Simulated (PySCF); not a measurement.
# F3H2NdO (Nd(F)3(H2O)+): the cost of one run

The runs use PySCF 2.14.0; PBE0, Nd lcecp-2-SVP with ECP48, F def2-SVP, O def2-SVP, H def2-SVP; scalar-relativistic core potentials, no spin–orbit coupling.

1 further run of the same task is left out (for a known fault of the program).

**1. The starting structure**

7 atoms, charge 1, spin multiplicity 1.

Bond lengths: Nd1–F2 2.032 Å, Nd1–F3 2.032 Å, Nd1–F4 2.032 Å, Nd1–O5 2.382 Å, O5–H6 0.970 Å, O5–H7 0.970 Å. Angles: F2–Nd1–F3 109.5°, F2–Nd1–F4 109.5°, F2–Nd1–O5 109.5°, F3–Nd1–F4 109.5°, F3–Nd1–O5 109.5°, F4–Nd1–O5 109.5°, Nd1–O5–H6 127.5°, Nd1–O5–H7 127.5°, H6–O5–H7 105.1°.

As a file:

```
atom    x (Å)    y (Å)    z (Å)
 Nd1   0.0000   0.0000   0.0000
  F2   1.1730   1.1730   1.1730
  F3  -1.1730  -1.1730   1.1730
  F4   1.1730  -1.1730  -1.1730
  O5  -1.3755   1.3755  -1.3755
  H6  -1.7162   2.2606  -1.1717
  H7  -1.7162   1.1717  -2.2606
```

Formal oxidation states: Nd +4. Each metal's 2 4f electrons lie in its core potential, so multiplicities, spins and levels count the valence alone.

**2. SCF at the start, singlet**

Contents of run.py (the lines that set the calculation):

```python
mol = gto.M(atom='''
Nd     0.00000     0.00000     0.00000
F      1.17300     1.17300     1.17300
F     -1.17300    -1.17300     1.17300
F      1.17300    -1.17300    -1.17300
O     -1.37550     1.37550    -1.37550
H     -1.71620     2.26060    -1.17170
H     -1.71620     1.17170    -2.26060''',
    basis={'Nd': 'lcecp-2-SVP', 'F': 'def2-SVP', 'O': 'def2-SVP', 'H': 'def2-SVP'},
    ecp={'Nd': 'lcecp-2-SVP'},
    charge=1, spin=0)
mf = dft.RKS(mol, xc='PBE0')
mf.grids.atom_grid = (50, 194)  # f atoms: unpruned, at least (60, 302)
mf = mf.density_fit()  # fitting sets: Nd AutoAux, F def2-universal-JKFIT, O def2-universal-JKFIT, H def2-universal-JKFIT
mf.conv_tol = 1e-08; mf.max_cycle = 55
mf.kernel(dm0)  # dm0: free metal ions and neutral atoms
```

The run is started by

```sh
$ OMP_NUM_THREADS=2 python run.py
```

**Question.** How long does this run take on 2 threads of Intel Xeon Platinum 8488C (Sapphire Rapids), shared host, and how much memory does it need?

About 4.1 s, with a peak of 0.53 GiB.
